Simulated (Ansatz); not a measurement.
I need a ladder of methods at one geometry of CH4GeO2, SMILES [OH][GeH]1[CH2][O]1. Use Ansatz 0.2.0, Python API. Use (for the species named): Hartree-Fock, def2-SVP basis, multiplicity 1. The script varies functional: hf, pbe, b3lyp, lda, lc_wpbe, pbe0.

```xyz
8

O    -1.6066    0.7497   -0.7371
Ge   -0.1595    0.7196    0.2233
C     1.0444   -0.6521   -0.3293
O     0.2620   -1.0350    0.6224
H    -2.3355    0.3412   -0.2046
H    -0.1572    1.4862    1.5804
H     2.1315   -0.5633    0.0971
H     0.9131   -1.1033   -1.3079
```

`run_methods.py`
```python
# -*- coding: utf-8 -*-
'''CH4GeO2 at several levels of theory.'''

from pathlib import Path

import ansatz as az
import numpy as np


def main():
    geometry_ang = [
        ('O', [-1.6066, 0.7497, -0.7371]),
        ('Ge', [-0.1595, 0.7196, 0.2233]),
        ('C', [1.0444, -0.6521, -0.3293]),
        ('O', [0.262, -1.035, 0.6224]),
        ('H', [-2.3355, 0.3412, -0.2046]),
        ('H', [-0.1572, 1.4862, 1.5804]),
        ('H', [2.1315, -0.5633, 0.0971]),
        ('H', [0.9131, -1.1033, -1.3079]),
    ]
    geometry = az.Crystal.molecule()
    for symbol, xyz in geometry_ang:
        geometry = geometry.atom(symbol, xyz)

    base = geometry.calculation().basis(gaussian='def2-SVP')

    print('functional    E (Ha)        dipole (D)   HOMO (eV)  LUMO (eV)')
    for name in ['hf', 'pbe', 'b3lyp', 'lda', 'lc_wpbe', 'pbe0']:
        data = base.functional(name).forces().orbitals().run(threads=1, runs_dir='runs').report
        lines = Path(data['orbitals_path']).read_text().splitlines()
        field_of = lambda key: [line.split('=')[1].strip() for line in lines if line.startswith(key)]
        orbitals = [(27.211386 * float(e), s, float(n)) for e, s, n in zip(field_of('Ene='), field_of('Spin='), field_of('Occup='))]
        homo = max(e for e, _, n in orbitals if n > 0.5)
        lumo = min(e for e, _, n in orbitals if n < 0.5)
        dipole = 4.803205 * np.linalg.norm(data['charge_distribution']['dipole_moment_e_ang'])
        print(f'{name:10s} {data["free_energy_ev"] / 27.211386246:14.6f} {dipole:9.3f} {homo:11.3f} {lumo:10.3f}')


if __name__ == '__main__':
    main()
```

```console
$ python run_methods.py
functional    E (Ha)        dipole (D)   HOMO (eV)  LUMO (eV)
hf           -2264.806583     1.760      -9.307      2.388
pbe          -2266.980185     1.131      -5.583     -1.715
b3lyp        -2267.544170     1.235      -6.505     -1.134
lda          -2262.901602     1.173      -5.725     -1.864
lc_wpbe      -2267.113639     1.491      -9.253      1.316
pbe0         -2267.033613     1.307      -6.733     -0.880
```

Caveats:
- Total energies depend on the basis set; only differences at equal settings carry meaning.
- The geometry is a force-field or estimated start, not a minimum of this method, and the basis set is short of its limit. A lower total doesn't mark the better method: functionals have no common bound, and MP2 and coupled cluster aren't variational.
- b3lyp holds the VWN-RPA fit, as in Gaussian; the form of ORCA and Turbomole is b3lyp5.
- Levels such as HOMO and LUMO are orbital energies: with these approximate functionals they aren't the ionisation energy and electron affinity, and their gap isn't the fundamental gap.
- Finished in 17 s on 1 thread of Arm Neoverse V2 (shared host), peak memory 0.26 GiB.

(A comment or docstring line of the script was reworded after the run, the code is as it ran; lines on the test bed's own set-up are left out of the output.)
